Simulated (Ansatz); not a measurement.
# MgSiN: the cost of one run

Program: Ansatz 0.2.0. Level of theory: DFT PBE, scalar-relativistic, plane waves, PAW. These are calculated values, not measurements.

**1. Starting point**

Symmetry: P-6m2, No. 187, hexagonal system. The conventional cell has a = 3.388 Å, b = 3.388 Å, c = 3.460 Å, α = 90.00°, β = 90.00°, γ = 120.00°. Mg (site symmetry -6m2) has 3 Si at 1.96 Å and 6 N at 2.61 Å as nearest neighbours. Around Si (site symmetry -6m2) lie 3 Mg at 1.96 Å. N (site symmetry -6m2) has 6 Si at 2.61 Å and 6 Mg at 2.61 Å as nearest neighbours.

As a file:

```xyz
3
Lattice="3.3878 0.0000 0.0000 -1.6939 2.9339 0.0000 0.0000 0.0000 3.4596" Properties=species:S:1:pos:R:3 pbc="T T T"
Mg    0.0000    0.0000    0.0000
Si    0.0000    1.9560    0.0000
N     1.6939    0.9780    1.7298
```

A structure generator made this guess: species swapped into a database cell of ErHSe (P-6m2, No. 187), with Mg on the Er sites, Si on the H sites and N on the Se sites. Its size is a rough estimate.

**2. Probe: one point on a coarse mesh**

The input, input.yaml:

```yaml
crystal:
  lattice:
    - [3.38781937, 0.0, 0.0]
    - [-1.69390969, 2.93393764, 0.0]
    - [0.0, 0.0, 3.45958814]
  atoms:
    - { symbol: Mg, position: [0.0, 0.0, 0.0] }
    - { symbol: Si, position: [0.33333333, 0.66666667, 0.0] }
    - { symbol: "N", position: [0.66666667, 0.33333333, 0.5] }
basis:
  ecutwfc: 420
kpoints:
  mp_grid: { grid: [6, 6, 6] }
hamiltonian:
  xc: pbe
scf:
  occupations: { method: gaussian, width: 0.1 }
  lower_state_search: "off"
output:
  forces: true
  stress: true
  eigenvalues: true
```

The run is started by

```
$ ansatz run input.yaml --threads 1 --pin off --max-ram 2560MiB --backend cpu --events-out ev --progress --plain --runs-dir out
```

Q: Estimate wall time and peak memory on 1 thread of Intel Xeon Platinum 8259CL at 2.50GHz (Skylake/Cascade Lake), shared host.

About 2.3 s, with a peak of 0.35 GiB.
